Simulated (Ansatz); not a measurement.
**AlBr₂Cl: how energies converge with the basis set**

How large a basis does AlBr₂Cl need? Two functionals are run in growing sets.

Computed with Ansatz 0.2.0, Gaussian basis. Level: one geometry, several basis sets.

Levels to be run: PBE0-D4/def2-SVP; ωB97M-V/def2-SVP; PBE0-D4/def2-QZVPP; ωB97M-V/def2-QZVPP; the functionals' def2-TZVPP values are taken from earlier runs.

## (1) The relaxed structure

All runs share one geometry, relaxed beforehand with PBE0-D4 in a triple-zeta def2 set.

SMILES `[Cl][Al]([Br])[Br]`, 4 atoms, charge 0, spin multiplicity 1.

Atoms are counted from 1 here; the program's logs count them from 0.

Bond lengths: Cl1–Al2 2.072 Å, Al2–Br3 2.227 Å, Al2–Br4 2.227 Å. Angles: Cl1–Al2–Br3 119.8°, Cl1–Al2–Br4 119.8°, Br3–Al2–Br4 120.4°.

## (2) PBE0-D4 in def2-SVP

in.yaml reads:

```yaml
crystal:
  periodic: [false, false, false]
  atoms:
    - {symbol: Cl, position_ang: [-0.050313, 0.489434, 2.040143]}
    - {symbol: Al, position_ang: [0.012606, -0.006698, 0.029445]}
    - {symbol: Br, position_ang: [1.155827, -1.799259, -0.633216]}
    - {symbol: Br, position_ang: [-1.062620, 1.256223, -1.456571]}
basis:
  gaussian: {orbitals: def2-SVP}
hamiltonian: {xc: pbe0, dispersion: d4}
output: {orbitals: {seedname: orbitals}}
```

The run is started by

```console
ansatz run in.yaml --threads 2 --pin off --events-out ev --progress --plain --max-ram 32768MiB --backend cpu
```

After this run come: ωB97M-V in def2-SVP; PBE0-D4 in def2-QZVPP; ωB97M-V in def2-QZVPP.

Before running them: what should the planned runs give, taken together? Wanted: PBE0-D4: double and triple zeta above quadruple; ωB97M-V: double and triple zeta above quadruple.

**Answer**, as computed:

```
                                       quantity           value
PBE0-D4: double and triple zeta above quadruple  27.05, 3.43 eV
ωB97M-V: double and triple zeta above quadruple  26.75, 3.30 eV
```

**Reading.** For PBE0-D4 the step from double to triple zeta gains 23.62 eV and the next only 3.43 eV. These are total energies; as a rule much of such shifts cancels in differences, which this series doesn't test.
